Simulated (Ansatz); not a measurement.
**C₄H₁₂GeO₃: a ladder of functionals and wavefunction methods**

How much do the methods differ for C₄H₁₂GeO₃? The plan is to run it at one geometry with functionals of several rungs and with coupled cluster. The yardstick is the atomisation energy at the CCSD(T) limit.

The runs use Ansatz 0.2.0, Gaussian basis; functionals in def2-TZVPP, the program's frozen cores in correlated methods.

Levels to be run: LDA (SPW92), PBE-D4, revPBE-D4, BLYP-D4, r2SCAN-D4, B97M-V, PBE0-D4, B3LYP-D4, r2SCANh-D4, r2SCAN0-D4, HSE06-D4, BHLYP-D4, CAM-B3LYP-D4, LC-ωPBE, ωB97X-V, ωB97M-V, B2PLYP, PBE-QIDH; CCSD(T)/def2-SVP; CCSD(T)/def2-TZVPP; MP2/def2-QZVPP; extrapolation to the limit; RPA on PBE.

### 1 The geometry

An earlier PBE0-D4 in a triple-zeta def2 set relaxation fixed the geometry.

SMILES `CC[O][GeH]([O]C)[O]C`, 20 atoms, charge 0, spin multiplicity 1.

Atoms are counted from 1 here; the program's logs count them from 0.

Bond lengths: C1–C2 1.508 Å, C1–H9 1.092 Å, C1–H10 1.092 Å, C1–H11 1.093 Å, C2–O3 1.422 Å, C2–H12 1.096 Å, C2–H13 1.098 Å, O3–Ge4 1.755 Å, Ge4–O5 1.770 Å, Ge4–O7 1.757 Å, Ge4–H14 1.533 Å, O5–C6 1.409 Å, C6–H15 1.092 Å, C6–H16 1.096 Å, C6–H17 1.098 Å, O7–C8 1.412 Å, C8–H18 1.094 Å, C8–H19 1.092 Å and more. Angles: C2–C1–H9 110.7°, C2–C1–H10 110.5°, C2–C1–H11 110.4°, H9–C1–H10 108.3°, H9–C1–H11 108.5°, H10–C1–H11 108.5°, C1–C2–O3 108.6°, C1–C2–H12 110.5°, C1–C2–H13 110.3°, O3–C2–H12 109.9°, O3–C2–H13 110.3°, H12–C2–H13 107.3°, C2–O3–Ge4 119.5°, O3–Ge4–O5 111.4°, O3–Ge4–O7 107.2°, O3–Ge4–H14 107.2°, O5–Ge4–O7 104.5°, O5–Ge4–H14 111.4° and more.

### 2 LDA

This LDA is Slater exchange with PW92 correlation.

Contents of in.yaml:

```yaml
crystal:
  periodic: [false, false, false]
  atoms:
    - {symbol: C, position_ang: [2.132485, -0.234821, -2.460720]}
    - {symbol: C, position_ang: [1.500673, -0.206081, -1.091848]}
    - {symbol: O, position_ang: [0.383150, 0.672075, -1.126615]}
    - {symbol: Ge, position_ang: [-0.648772, 0.815847, 0.285435]}
    - {symbol: O, position_ang: [-1.394548, -0.734719, 0.701208]}
    - {symbol: C, position_ang: [-2.355775, -1.290544, -0.166690]}
    - {symbol: O, position_ang: [0.390491, 1.184491, 1.653892]}
    - {symbol: C, position_ang: [-0.092877, 1.043703, 2.973159]}
    - {symbol: H, position_ang: [1.419869, -0.593063, -3.206556]}
    - {symbol: H, position_ang: [2.458703, 0.765656, -2.751712]}
    - {symbol: H, position_ang: [3.001400, -0.897625, -2.464726]}
    - {symbol: H, position_ang: [2.222517, 0.139383, -0.342853]}
    - {symbol: H, position_ang: [1.182341, -1.214841, -0.798365]}
    - {symbol: H, position_ang: [-1.706674, 1.878650, -0.032623]}
    - {symbol: H, position_ang: [-2.778854, -2.172800, 0.318518]}
    - {symbol: H, position_ang: [-1.913769, -1.599991, -1.120971]}
    - {symbol: H, position_ang: [-3.177235, -0.593659, -0.378905]}
    - {symbol: H, position_ang: [-0.473165, 0.035231, 3.162303]}
    - {symbol: H, position_ang: [0.739450, 1.238274, 3.652685]}
    - {symbol: H, position_ang: [-0.889400, 1.764825, 3.195393]}
basis:
  gaussian: {orbitals: def2-TZVPP}
hamiltonian: {xc: lda}
output: {orbitals: {seedname: orbitals}}
```

Further steps of the session: PBE-D4 (GGA); revPBE-D4 (GGA); BLYP-D4 (GGA); r2SCAN-D4 (meta-GGA); B97M-V (meta-GGA); PBE0-D4 (hybrid); B3LYP-D4 (hybrid); r2SCANh-D4 (hybrid); r2SCAN0-D4 (hybrid); HSE06-D4 (hybrid); BHLYP-D4 (hybrid); CAM-B3LYP-D4 (range-separated); LC-ωPBE (range-separated); ωB97X-V (range-separated); ωB97M-V (range-separated); B2PLYP (double hybrid); PBE-QIDH (double hybrid); CCSD(T) in def2-SVP; CCSD(T) in def2-TZVPP; MP2 in def2-QZVPP; RPA on PBE orbitals.

**Question.** What will the summary of the whole plan be? Wanted: atomisation energy, CCSD(T)/CBS; farthest beyond LDA; mean size of error, GGA; mean size of error, meta-GGA; mean size of error, hybrid; mean size of error, range-separated; mean size of error, double hybrid; gap, smallest and largest; T1 diagnostic.

**Answer**, as computed:

```
                               quantity                                                                                                                   value
        atomisation energy, CCSD(T)/CBS                                                                                                               78.996 eV
    functionals within 0.790 eV (1.0 %)  BLYP-D4, r2SCAN-D4, B97M-V, PBE0-D4, B3LYP-D4, r2SCANh-D4, HSE06-D4, CAM-B3LYP-D4, LC-ωPBE, ωB97X-V, ωB97M-V, PBE-QIDH
                    farthest beyond LDA                                                                                                    BHLYP-D4 (-2.711 eV)
                mean size of error, GGA                                                                                                                0.827 eV
           mean size of error, meta-GGA                                                                                                                0.070 eV
             mean size of error, hybrid                                                                                                                0.916 eV
    mean size of error, range-separated                                                                                                                0.208 eV
      mean size of error, double hybrid                                                                                                                0.867 eV
              gap, smallest and largest                                                                               5.99 eV (LDA (SPW92)), 13.88 eV (LC-ωPBE)
                          T1 diagnostic                                                                                                                  0.0117
triples share of the correlation energy                                                                                                                   3.7 %
```

What this shows: LDA overbinds by 11.569 eV (15 %). PBE-D4 is off by +1.190 eV. Double hybrids carry the basis error of their MP2 part in triple zeta, and no dispersion term here, so their miss is partly the set-up's. The rungs meta-GGA, range-separated miss on average by less than the doubt on the reference (0.790 eV), so they tie. The reference freezes the cores and leaves out relativity and excitations past (T), and its outer-core shells are covered unevenly, so misses under about 0.790 eV can't be ranked. Hartree-Fock recovers 72 % of the binding; the rest is correlation. CCSD(T) in def2-SVP is off by -4.043 eV, which most functionals beat. The gap grows from 6.0 to 13.9 eV across the functionals, mostly with the share of exact exchange. Correlated methods include outer-core shells of Ge, which these sets cover unevenly.
